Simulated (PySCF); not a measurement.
# C5H6FN: magnetic properties

What do calculations give for the magnetic properties of C5H6FN (`C=NC(=C)/C=C\F`)?

Computed with PySCF 2.14.0 and routines of our own; the level stands in each step. Atoms count from 0.

## 1. The system as given

13 atoms, charge 0, multiplicity 1; geometry from: GFN2-xTB.

## 2. Magnetic properties: GIAO wB97X-D/pcSseg-1

The job: settings as JSON, then the geometry in Å.

```
{"job": {"kind": "mag", "xc": "wB97X-D", "basis": "pcSseg-1", "isotopologues": 2}, "charge": 0, "multiplicity": 1}
C      1.967948    -0.349892    -0.681845
N      0.966330    -0.652015     0.003063
C     -0.333452    -0.286488    -0.291609
C     -0.931326    -0.640196    -1.438555
C     -1.071800     0.383818     0.772655
C     -0.564574     0.885863     1.892363
F      0.736135     0.849322     2.208462
H      1.943704     0.300656    -1.561094
H      2.929189    -0.741112    -0.381068
H     -1.980867    -0.473700    -1.601003
H     -0.387984    -1.152894    -2.212806
H     -2.133134     0.496285     0.615320
H     -1.144556     1.380837     2.658389
```

Method: GIAO wB97X-D/pcSseg-1 magnetisability, rotational g tensor and spin-rotation constants, non-relativistic, gas phase.

The run is started by

```sh
$ OMP_NUM_THREADS=1 python excited_run.py task.json out
```

This one command runs all jobs of the session in turn.

Output:

```text
coarse grid: 11304 points
cycle   1  E = -348.3812668763  dE =  1.228e+00  |g| = 5.616e-01  |ddm| = 3.260e+00
cycle   2  E = -348.3850555487  dE = -3.789e-03  |g| = 6.180e-01  |ddm| = 7.852e-01
cycle   3  E = -348.4498911589  dE = -6.484e-02  |g| = 5.155e-02  |ddm| = 3.985e-01
cycle   4  E = -348.4503646825  dE = -4.735e-04  |g| = 3.009e-02  |ddm| = 5.812e-02
cycle   5  E = -348.4505585496  dE = -1.939e-04  |g| = 1.038e-02  |ddm| = 3.230e-02
cycle   6  E = -348.4505865552  dE = -2.801e-05  |g| = 2.890e-03  |ddm| = 1.139e-02
cycle   7  E = -348.4505886475  dE = -2.092e-06  |g| = 8.164e-04  |ddm| = 3.164e-03
final grid: 110872 points
cycle   8  E = -348.5005661788  dE = -1.645e-04  |g| = 7.804e-03  |ddm| = 3.969e-02
cycle   9  E = -348.5005641616  dE =  2.017e-06  |g| = 9.011e-03  |ddm| = 1.281e-02
cycle  10  E = -348.5005771537  dE = -1.299e-05  |g| = 6.977e-04  |ddm| = 5.441e-03
cycle  11  E = -348.5005772378  dE = -8.406e-08  |g| = 5.368e-04  |ddm| = 1.210e-03
cycle  12  E = -348.5005773013  dE = -6.355e-08  |g| = 8.948e-05  |ddm| = 5.026e-04
cycle  13  E = -348.5005773034  dE = -2.094e-09  |g| = 3.671e-05  |ddm| = 1.169e-04
cycle  14  E = -348.5005773039  dE = -4.597e-10  |g| = 1.061e-05  |ddm| = 6.925e-05
converged SCF energy = -348.5005773039

Magnetisability tensor (1e-30 J/T^2)
     -656.02      -17.70      -40.77
      -17.70     -960.43      -16.24
      -40.77      -16.24     -807.85
isotropic -808.10   principal values    -963.74   -815.35   -645.21
isotropic susceptibility -48.665 1e-6 cm^3/mol

Inertial axes            a          b          c
rot. const./GHz      4.0675     2.3466     1.5301
chi total           -50.621    -40.035    -55.339
chi diamagnetic    -382.520   -574.740   -853.005
chi paramagnetic    331.899    534.705    797.666
quadrupole/D A        3.124      5.036     -8.160
g nuclear            0.5966     0.5549     0.5674
g electronic        -0.6342    -0.5895    -0.5734
g total             -0.0376    -0.0346    -0.0060

Spin-rotation constants (kHz, H = +C I.J)
atom  isotope        aa         bb         cc
  1    14N        0.409      0.834      0.258
  6    19F        6.603      3.147      0.203
  7     1H       -0.246     -0.176      0.067
  8     1H       -0.419      0.199     -0.121
  9     1H       -0.421      0.176     -0.187
 10     1H        0.165     -0.157     -0.189
 11     1H       -0.423      0.234     -0.196
 12     1H        0.213     -0.141     -0.160
  0    13C*       0.934      0.999      0.569
  2    13C*       1.717      1.115      0.281
  3    13C*       1.207      0.781      0.240
  4    13C*       1.112      1.026      0.247
  5    13C*       1.486      1.048      0.387
* in the singly substituted isotopologue

Isotopologues: g along a, b, c
2H    at 7,8,9,10,11,12    -0.0329    -0.0303    -0.0052
13C   at 0                 -0.0375    -0.0340    -0.0059
```

Run time: 22 s. Hardware: 1 thread of Arm Neoverse V1, shared host; peak memory 0.77 GiB.

From this job:

```tsv
quantity	value
magnetisability	-808·10⁻³⁰ J/T²
molar susceptibility	-48.7·10⁻⁶ cm³/mol
rotational g (a, b, c)	-0.0376, -0.0346, -0.0060
```

## 3. Magnetic properties: common gauge origin KT3/pcSseg-0

Settings changed since step 2:

```diff
@@ -1,2 +1,2 @@
-{"job": {"kind": "mag", "xc": "wB97X-D", "basis": "pcSseg-1", "isotopologues": 2}, "charge": 0, "multiplicity": 1}
+{"job": {"kind": "mag", "xc": "KT3", "basis": "pcSseg-0", "gauge": [10, 10, 10], "scf": {"max_cycle": 86}}, "charge": 0, "multiplicity": 1}
 C      1.967948    -0.349892    -0.681845
```

With the program's defaults for keys left out, this is: common gauge origin KT3/pcSseg-0 magnetisability, rotational g tensor and spin-rotation constants, non-relativistic, gas phase.

Output:

```text
final grid: 110872 points
cycle   1  E = -352.9197391733  dE =  8.874e-01  |g| = 5.940e-01  |ddm| = 3.877e+00
cycle   2  E = -352.7191132414  dE =  2.006e-01  |g| = 1.102e+00  |ddm| = 1.885e+00
cycle   3  E = -352.9886824237  dE = -2.696e-01  |g| = 1.903e-01  |ddm| = 1.292e+00
cycle   4  E = -352.9982798247  dE = -9.597e-03  |g| = 6.934e-02  |ddm| = 2.899e-01
cycle   5  E = -352.9993655902  dE = -1.086e-03  |g| = 2.729e-02  |ddm| = 1.045e-01
cycle   6  E = -352.9995168743  dE = -1.513e-04  |g| = 9.200e-03  |ddm| = 3.527e-02
cycle   7  E = -352.9995380938  dE = -2.122e-05  |g| = 2.791e-03  |ddm| = 1.194e-02
cycle   8  E = -352.9995396527  dE = -1.559e-06  |g| = 1.334e-03  |ddm| = 4.182e-03
cycle   9  E = -352.9995401578  dE = -5.051e-07  |g| = 2.358e-04  |ddm| = 1.761e-03
cycle  10  E = -352.9995401727  dE = -1.488e-08  |g| = 5.708e-05  |ddm| = 3.628e-04
cycle  11  E = -352.9995401735  dE = -8.313e-10  |g| = 1.557e-05  |ddm| = 1.055e-04
converged SCF energy = -352.9995401735

Magnetisability tensor (1e-30 J/T^2)
  -458282.01   218405.09   239485.45
   218405.09  -384070.41   157694.43
   239485.45   157694.43  -403237.42
isotropic -415196.61   principal values -691681.59-549117.21  -4791.03
isotropic susceptibility -25003.725 1e-6 cm^3/mol

Inertial axes            a          b          c
rot. const./GHz      4.0675     2.3466     1.5301
chi total        -19529.499 -25930.112 -29551.563
chi diamagnetic    -382.471   -574.299   -852.958
chi paramagnetic -19147.028 -25355.813 -28698.605
quadrupole/D A        3.345      4.591     -7.936
g nuclear            0.5966     0.5549     0.5674
g electronic        36.5882    27.9531    20.6293
g total             37.1848    28.5080    21.1967

Spin-rotation constants (kHz, H = +C I.J)
atom  isotope        aa         bb         cc
  1    14N        0.029      0.642     -0.020
  6    19F        9.360     -0.895     -1.943
  7     1H      -12.672      3.411      2.687
  8     1H      -15.786      3.053     -4.955
  9     1H       20.112      4.083      8.267
 10     1H       -2.705     15.779      6.872
 11     1H       23.210     -1.907      6.225
 12     1H       11.900    -13.320     -2.499
  0    13C*      -3.205      1.785      0.311
  2    13C*       2.500      1.173      0.824
  3    13C*       3.167      3.056      1.464
  4    13C*       4.316      0.447      0.828
  5    13C*       3.514     -1.182      0.618
* in the singly substituted isotopologue
```

It took 5.4 s on 1 thread of Arm Neoverse V1, shared host; peak memory 0.48 GiB.

The run ended normally, but its values are not to be used for the molecule: a common gauge origin replaces GIAOs, so the magnetic properties depend on where the origin lies.

## 4. Summary of results

| quantity | value |
| --- | --- |
| magnetisability (step 2, GIAO wB97X-D/pcSseg-1) | -808·10⁻³⁰ J/T² |
| molar susceptibility (step 2, GIAO wB97X-D/pcSseg-1) | -48.7·10⁻⁶ cm³/mol |
| rotational g (a, b, c) (step 2, GIAO wB97X-D/pcSseg-1) | -0.0376, -0.0346, -0.0060 |
| runs | 0 failed, 1 ended on unsound input |

In words: The values above hold for this geometry and these levels alone. Vibrational averaging and real surroundings are missing from these values.
